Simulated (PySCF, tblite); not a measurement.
# C7H11PS: geometry, infrared bands and NMR shifts

Wanted: the infrared bands and NMR shifts of C7H11PS (`C#CC[P@](=S)(C=C)CC`), by calculation.

Programs: tblite 0.8.0 and PySCF 2.14.0, with density-fitted response routines of our own. Each step states its level of theory. These are calculated values for one molecule in the gas phase, unless marked as measured. Atoms count from 0, in the outputs and in this text.

## 1. The molecule as given

20 atoms, charge 0, multiplicity 1; geometry from: force field or distance geometry start.

Bonds of the start (Å): C0–C1 1.22, C1–C2 1.45, C2–P3 1.83, P3–S4 1.95, P3–C5 1.77, C5–C6 1.34, P3–C7 1.83, C7–C8 1.52, C0–H9 1.06, C2–H10 1.10, C2–H11 1.10, C5–H12 1.09, C6–H13 1.08, C6–H14 1.09, C7–H15 1.09, C7–H16 1.10, C8–H17 1.09, C8–H18 1.10, C8–H19 1.10.

## 2. Relaxing the molecule with GFN2-xTB

The job: settings as JSON, then the geometry in Å.

```
{"job": {"kind": "relax", "xc": "GFN2-xTB", "basis": "xTB"}, "charge": 0, "multiplicity": 1}
C      3.233500     0.272700    -0.434800
C      2.151000     0.542700    -0.923500
C      0.861600     0.863200    -1.507900
P     -0.620100     0.359100    -0.566000
S     -2.298300     0.765200    -1.473500
C     -0.291900     1.004400     1.047900
C     -0.820800     2.135300     1.538200
C     -0.330100    -1.429300    -0.324900
C     -1.367200    -2.138200     0.533000
H      4.174300     0.047200    -0.009500
H      0.786200     1.948800    -1.664900
H      0.782400     0.398100    -2.499700
H      0.401100     0.459600     1.694200
H     -1.518700     2.728800     0.962800
H     -0.577200     2.489000     2.542300
H      0.648300    -1.588400     0.130600
H     -0.312100    -1.900300    -1.316000
H     -1.125800    -3.200900     0.639400
H     -2.369200    -2.058400     0.093300
H     -1.412200    -1.687900     1.536100
```

Run with:

```sh
OMP_NUM_THREADS=1 python probes_run.py task.json out
```

The driver reads the jobs from task.json and runs them one after another.

**Question.** This job is followed by: GFN2-xTB harmonic vibrations, gas phase; GIAO PBE0/pcSseg-1 NMR shielding, non-relativistic, gas phase. What will the session give for the following? strongest single infrared mode (GFN2-xTB); zero-point energy (GFN2-xTB); ¹³C shifts against TMS (PBE0/pcSseg-1); ¹H shifts against TMS (PBE0/pcSseg-1, means over atoms taken as alike); ³¹P shifts against H3PO4 (PBE0/pcSseg-1); ³³S shifts against CS2 (PBE0/pcSseg-1).

**Answer**, as computed:

| quantity | value |
| --- | --- |
| strongest single infrared mode (GFN2-xTB) | 806 cm⁻¹, 133 km/mol |
| zero-point energy (GFN2-xTB) | 96.7 kcal/mol |
| ¹³C shifts against TMS (PBE0/pcSseg-1) | 147.4, 137.1, 82.9, 80.0, 31.4, 29.1, 7.4 ppm |
| ¹H shifts against TMS (PBE0/pcSseg-1, means over atoms taken as alike) | 7.07, 6.96, 6.79, 2.86, 2.86, 2.61, 1.72, 1.44, 1.14 ppm |
| ³¹P shifts against H3PO4 (PBE0/pcSseg-1) | 30.3 ppm |
| ³³S shifts against CS2 (PBE0/pcSseg-1) | -293 ppm |

The optimisation took 103 steps and gained 0.201 eV; among the close pairs (by a distance rule), P3–C5 changed most, from 1.769 to 1.818 Å. No mode is imaginary among the 54: a minimum at this level. The strongest single mode, at 806 cm⁻¹, is spread over many atoms; the largest shares are those of P3, S4. Unscaled tight-binding wavenumbers are off by several per cent, some by more. Its intensities can rank the bands wrongly. The most deshielded carbon is C6 (terminal =CH2 carbon), at 147.4 ppm: the olefinic region. The most deshielded hydrogen is H12 (hydrogen on an alkene CH), at 7.07 ppm: attached to an sp2 carbon and in the plane of the double bond. At PBE0/pcSseg-1: The widest tensor belongs to C1: span 285 ppm, with a paramagnetic part of -161 ppm.
